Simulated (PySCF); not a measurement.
**CH8FPSi2 (SMILES C[Si@@H](F)[P@H][SiH3]) at 6 levels**

Wanted: a comparison of 6 runs (HF/3-21G, HF/def2-SVP, B3LYP/6-31G*, PBE/6-31G**, PBE0/def2-SVP, MP2/def2-SVP) of CH8FPSi2. Input form: a Python script.

The results are computed with PySCF 2.14.0.

**1. The system as given**

CH8FPSi2 has 13 atoms, charge 0, and is taken as a singlet. SMILES: `C[Si@@H](F)[P@H][SiH3]`. Geometry: relaxed at GFN2-xTB. This is one conformer, not always the lowest.

Bond lengths: C1–Si2 1.893 Å, Si2–F3 1.625 Å, Si2–P4 2.236 Å, P4–Si5 2.235 Å, C1–H6 1.086 Å, C1–H7 1.087 Å, C1–H8 1.085 Å, Si2–H9 1.458 Å, P4–H10 1.381 Å, Si5–H11 1.463 Å, Si5–H12 1.464 Å, Si5–H13 1.464 Å. Some angles: C1–Si2–F3 106.4°, C1–Si2–P4 111.4°, F3–Si2–P4 111.6°, Si2–P4–Si5 101.7°, C1–Si2–H9 114.6°, F3–Si2–H9 102.3°, P4–Si2–H9 110.2°, Si2–C1–H6 110.7°, Si2–C1–H7 111.4°, Si2–C1–H8 111.0°.

**2. Energy and forces at HF/3-21G (run 1)**

calc.py

```python
# C[Si@@H](F)[P@H][SiH3]
import pyscf.grad
from pyscf import gto, scf

mol = gto.M(
    atom='''
C        0.155100       1.460930       1.436620
Si      -1.129550       0.689570       0.280580
F       -1.000880       1.472490      -1.137060
P       -0.793470      -1.507510       0.040290
Si       1.103000      -1.548400      -1.141080
H       -0.025550       2.524600       1.556570
H        1.162720       1.336080       1.048370
H        0.119260       1.002510       2.419490
H       -2.515320       0.948110       0.654270
H       -1.633440      -1.621520      -1.049670
H        1.238710      -2.916810      -1.640760
H        1.136870      -0.609230      -2.263200
H        2.182550      -1.230810      -0.204420
''',
    verbose=4,
    basis='3-21g',
    max_memory=1860,
    spin=0,
)

mf = scf.RHF(mol)
mf.conv_tol = 1e-10
mf.kernel()
if not mf.converged:
    mf = mf.newton().run(mf.mo_coeff, mf.mo_occ)

etot = mf.e_tot
print('E = %.10f Eh' % etot)
grad = mf.Gradients().kernel()
mf.analyze()
```

Started as:

```console
$ OMP_NUM_THREADS=1 python calc.py
```

Standard output:

```text
PySCF version 2.14.0

[... 82 lines left out ...]
Nuclear Repulsion Energy =             367.071301265637260
[... 8 lines left out ...]
MO #3   energy= -68.3088282942813  occ= 2
[... 6 lines left out ...]
MO #10  energy= -5.33432473107569  occ= 2
[... 6 lines left out ...]
MO #17  energy= -4.22001231547684  occ= 2
[... 6 lines left out ...]
MO #24  energy= -0.628305725745813 occ= 2
[... 6 lines left out ...]
MO #31  energy= -0.459538447108087 occ= 2
[... 6 lines left out ...]
MO #38  energy= 0.201378536549823  occ= 0
[... 6 lines left out ...]
MO #45  energy= 0.359855038696889  occ= 0
[... 6 lines left out ...]
MO #52  energy= 0.623534801230442  occ= 0
[... 6 lines left out ...]
MO #59  energy= 1.03763476717081   occ= 0
[... 6 lines left out ...]
MO #66  energy= 1.38715461812878   occ= 0
[... 6 lines left out ...]
MO #73  energy= 3.86622850718951   occ= 0
[... 50 lines left out ...]
pop of  4 Si 2px          1.99978
pop of  4 Si 2py          1.99981
pop of  4 Si 2pz          1.99983
pop of  4 Si 3px          0.78084
pop of  4 Si 3py          0.87326
pop of  4 Si 3pz          0.83908
pop of  4 Si 4px          0.01224
pop of  4 Si 4py          0.01341
pop of  4 Si 4pz          0.01348
pop of  5 H 1s            0.87242
pop of  5 H 2s            0.00903
pop of  6 H 1s            0.87837
pop of  6 H 2s            0.00863
pop of  7 H 1s            0.87473
pop of  7 H 2s            0.00872
pop of  8 H 1s            1.11925
pop of  8 H 2s            0.00244
pop of  9 H 1s            0.99310
pop of  9 H 2s            0.00617
pop of  10 H 1s           1.08201
pop of  10 H 2s           0.00156
pop of  11 H 1s           1.08888
pop of  11 H 2s           0.00228
pop of  12 H 1s           1.09325
pop of  12 H 2s           0.00173
 ** Mulliken atomic charges  **
charge of    0C =     -0.55552
charge of    1Si =      0.97011
charge of    2F =     -0.49521
charge of    3P =     -0.28794
charge of    4Si =      0.41112
charge of    5H =      0.11855
charge of    6H =      0.11299
charge of    7H =      0.11654
charge of    8H =     -0.12169
charge of    9H =      0.00074
charge of   10H =     -0.08356
charge of   11H =     -0.09115
charge of   12H =     -0.09498
Dipole moment(X, Y, Z, Debye):  0.80670,  0.41521,  0.71162
```

It took 4.2 s on 1 thread of Intel Xeon at 2.70GHz, shared host; peak memory 0.15 GiB.

**3. Energy and gradient at HF/def2-SVP (run 2)**

calc.py

```python
from pyscf import gto

molecule = gto.M(
    atom=[
    ('C', (0.155100, 1.460930, 1.436620)),
    ('Si', (-1.129550, 0.689570, 0.280580)),
    ('F', (-1.000880, 1.472490, -1.137060)),
    ('P', (-0.793470, -1.507510, 0.040290)),
    ('Si', (1.103000, -1.548400, -1.141080)),
    ('H', (-0.025550, 2.524600, 1.556570)),
    ('H', (1.162720, 1.336080, 1.048370)),
    ('H', (0.119260, 1.002510, 2.419490)),
    ('H', (-2.515320, 0.948110, 0.654270)),
    ('H', (-1.633440, -1.621520, -1.049670)),
    ('H', (1.238710, -2.916810, -1.640760)),
    ('H', (1.136870, -0.609230, -2.263200)),
    ('H', (2.182550, -1.230810, -0.204420)),
],
    verbose=4,
    charge=0,
    basis='def2-svp',
    max_memory=1860,
)

myscf = molecule.RHF()
myscf.conv_tol = 1e-10
myscf.kernel()
if not myscf.converged:
    myscf = myscf.newton().run(myscf.mo_coeff, myscf.mo_occ)

e_final = myscf.e_tot
print('E(%s) = %.9f' % ('HF', e_final))
grad = myscf.nuc_grad_method().kernel()
myscf.analyze()
```

Started as:

```console
$ OMP_NUM_THREADS=1 python calc.py
```

Standard output:

```text
PySCF version 2.14.0

[... 91 lines left out ...]
MO #1   energy= -79.8972518721976  occ= 2
[... 10 lines left out ...]
MO #12  energy= -4.28312053807396  occ= 2
[... 10 lines left out ...]
MO #23  energy= -0.656853678164116 occ= 2
[... 10 lines left out ...]
MO #34  energy= 0.136224160422129  occ= 0
[... 10 lines left out ...]
MO #45  energy= 0.300015713095611  occ= 0
[... 10 lines left out ...]
MO #56  energy= 0.592878480556609  occ= 0
[... 10 lines left out ...]
MO #67  energy= 0.829998198133291  occ= 0
[... 10 lines left out ...]
MO #78  energy= 1.12393628046637   occ= 0
[... 10 lines left out ...]
MO #89  energy= 1.62599652206032   occ= 0
[... 10 lines left out ...]
MO #100 energy= 2.02861114040294   occ= 0
[... 10 lines left out ...]
MO #111 energy= 2.51083670047741   occ= 0
[... 10 lines left out ...]
MO #122 energy= 3.93748416725025   occ= 0
[... 99 lines left out ...]
pop of  8 H 1s            1.14120
pop of  8 H 2s            0.00372
pop of  8 H 2px           0.00503
pop of  8 H 2py           0.00037
pop of  8 H 2pz           0.00035
pop of  9 H 1s            0.99984
pop of  9 H 2s            0.00658
pop of  9 H 2px           0.00202
pop of  9 H 2py           0.00022
pop of  9 H 2pz           0.00327
pop of  10 H 1s           1.11628
pop of  10 H 2s           0.00293
pop of  10 H 2px          0.00007
pop of  10 H 2py          0.00426
pop of  10 H 2pz          0.00059
pop of  11 H 1s           1.11789
pop of  11 H 2s           0.00375
pop of  11 H 2px          0.00008
pop of  11 H 2py          0.00214
pop of  11 H 2pz          0.00298
pop of  12 H 1s           1.12539
pop of  12 H 2s           0.00266
pop of  12 H 2px          0.00273
pop of  12 H 2py          0.00024
pop of  12 H 2pz          0.00197
 ** Mulliken atomic charges  **
charge of    0C =     -0.52428
charge of    1Si =      1.05416
charge of    2F =     -0.55302
charge of    3P =     -0.27303
charge of    4Si =      0.52996
charge of    5H =      0.10610
charge of    6H =      0.10307
charge of    7H =      0.10358
charge of    8H =     -0.15067
charge of    9H =     -0.01192
charge of   10H =     -0.12413
charge of   11H =     -0.12683
charge of   12H =     -0.13299
Dipole moment(X, Y, Z, Debye):  0.50380, -0.08894,  0.96931
```

It took 23 s on 1 thread of Intel Xeon at 2.70GHz, shared host; peak memory 0.33 GiB.

Runs 3 to 5 aren't shown in full; the table further down has their settings and results.

**4. Energy and gradient at MP2/def2-SVP (run 6)**

input.py

```python
import pyscf.grad
from pyscf import gto, scf, mp

system = gto.M(
    atom='''
C      0.155100     1.460930     1.436620
Si    -1.129550     0.689570     0.280580
F     -1.000880     1.472490    -1.137060
P     -0.793470    -1.507510     0.040290
Si     1.103000    -1.548400    -1.141080
H     -0.025550     2.524600     1.556570
H      1.162720     1.336080     1.048370
H      0.119260     1.002510     2.419490
H     -2.515320     0.948110     0.654270
H     -1.633440    -1.621520    -1.049670
H      1.238710    -2.916810    -1.640760
H      1.136870    -0.609230    -2.263200
H      2.182550    -1.230810    -0.204420
''',
    spin=0,
    verbose=4,
    charge=0,
    max_memory=1860,
    basis='def2-svp',
)

mf = scf.RHF(system)
mf.conv_tol = 1e-10
mf.kernel()
if not mf.converged:
    mf = mf.newton().run(mf.mo_coeff, mf.mo_occ)

pt = mp.MP2(mf, frozen=17).run()
etot = pt.e_tot
print('Final energy', etot)
grad = pt.Gradients().kernel()
mf.analyze()
```

Started as:

```console
$ OMP_NUM_THREADS=1 python input.py
```

Standard output:

```text
PySCF version 2.14.0

[... 96 lines left out ...]
MO #1   energy= -79.8972518721976  occ= 2
[... 10 lines left out ...]
MO #12  energy= -4.28312053807396  occ= 2
[... 10 lines left out ...]
MO #23  energy= -0.656853678164116 occ= 2
[... 10 lines left out ...]
MO #34  energy= 0.136224160422129  occ= 0
[... 10 lines left out ...]
MO #45  energy= 0.300015713095611  occ= 0
[... 10 lines left out ...]
MO #56  energy= 0.592878480556609  occ= 0
[... 10 lines left out ...]
MO #67  energy= 0.829998198133291  occ= 0
[... 10 lines left out ...]
MO #78  energy= 1.12393628046637   occ= 0
[... 10 lines left out ...]
MO #89  energy= 1.62599652206032   occ= 0
[... 10 lines left out ...]
MO #100 energy= 2.02861114040294   occ= 0
[... 10 lines left out ...]
MO #111 energy= 2.51083670047741   occ= 0
[... 10 lines left out ...]
MO #122 energy= 3.93748416725025   occ= 0
[... 99 lines left out ...]
pop of  8 H 1s            1.14120
pop of  8 H 2s            0.00372
pop of  8 H 2px           0.00503
pop of  8 H 2py           0.00037
pop of  8 H 2pz           0.00035
pop of  9 H 1s            0.99984
pop of  9 H 2s            0.00658
pop of  9 H 2px           0.00202
pop of  9 H 2py           0.00022
pop of  9 H 2pz           0.00327
pop of  10 H 1s           1.11628
pop of  10 H 2s           0.00293
pop of  10 H 2px          0.00007
pop of  10 H 2py          0.00426
pop of  10 H 2pz          0.00059
pop of  11 H 1s           1.11789
pop of  11 H 2s           0.00375
pop of  11 H 2px          0.00008
pop of  11 H 2py          0.00214
pop of  11 H 2pz          0.00298
pop of  12 H 1s           1.12539
pop of  12 H 2s           0.00266
pop of  12 H 2px          0.00273
pop of  12 H 2py          0.00024
pop of  12 H 2pz          0.00197
 ** Mulliken atomic charges  **
charge of    0C =     -0.52428
charge of    1Si =      1.05416
charge of    2F =     -0.55302
charge of    3P =     -0.27303
charge of    4Si =      0.52996
charge of    5H =      0.10610
charge of    6H =      0.10307
charge of    7H =      0.10358
charge of    8H =     -0.15067
charge of    9H =     -0.01192
charge of   10H =     -0.12413
charge of   11H =     -0.12683
charge of   12H =     -0.13299
Dipole moment(X, Y, Z, Debye):  0.50380, -0.08894,  0.96931
```

Wall time 47 s (1 thread of Intel Xeon at 2.70GHz, shared host); peak memory 1.3 GiB.

**5. The series**

| run | level | Cartesian functions | integration grid | energy (Eh) | dipole moment (D) of the reference | HOMO energy (eV) | LUMO energy (eV) | wall time |
| --- | --- | --- | --- | --- | --- | --- | --- | --- |
| 1 | HF/3-21G | no | – | -1055.059181 | 1.15 | -9.91 | 3.36 | 4.2 s |
| 2 | HF/def2-SVP | no | – | -1060.248494 | 1.10 | -9.95 | 3.71 | 23 s |
| 3 | B3LYP/6-31G* (Cartesian functions) | yes | 5 | -1063.179594 | 0.97 | -7.03 | 0.07 | 74 s |
| 4 | PBE/6-31G** (spherical functions) | no | 5 | -1062.491298 | 0.95 | -6.15 | -0.61 | 86 s |
| 5 | PBE0/def2-SVP | no | 5 | -1062.254573 | 0.97 | -7.41 | 0.24 | 74 s |
| 6 | MP2/def2-SVP | no | – | -1060.897531 | 1.10 | -9.95 | 3.71 | 47 s |

**6. Summary of results**

```
                                           quantity           value
                                run 6: total energy  -1060.89753 Eh
        run 6: dipole moment (Hartree–Fock density)          1.10 D
         run 6: HOMO energy (Hartree–Fock orbitals)        -9.95 eV
         run 6: LUMO energy (Hartree–Fock orbitals)         3.71 eV
       run 6: HOMO–LUMO gap (Hartree–Fock orbitals)        13.65 eV
run 6: correlation energy (17 core orbitals frozen)      -649.0 mEh
                    run 6: largest force on an atom      0.964 eV/Å
```

What this shows: Over runs 1, 2, 3, 4, 5 the dipole moment (its size) runs from 0.95 D (PBE/6-31G**) to 1.15 D (HF/3-21G). The two ends differ in method and basis. Over runs 1, 2, 3, 4, 5 the HOMO–LUMO gap runs from 5.55 eV (PBE/6-31G**) to 13.65 eV (HF/def2-SVP). Totals of different functionals can't be ranked against each other. All runs together took 5.1 min, the longest 86 s.
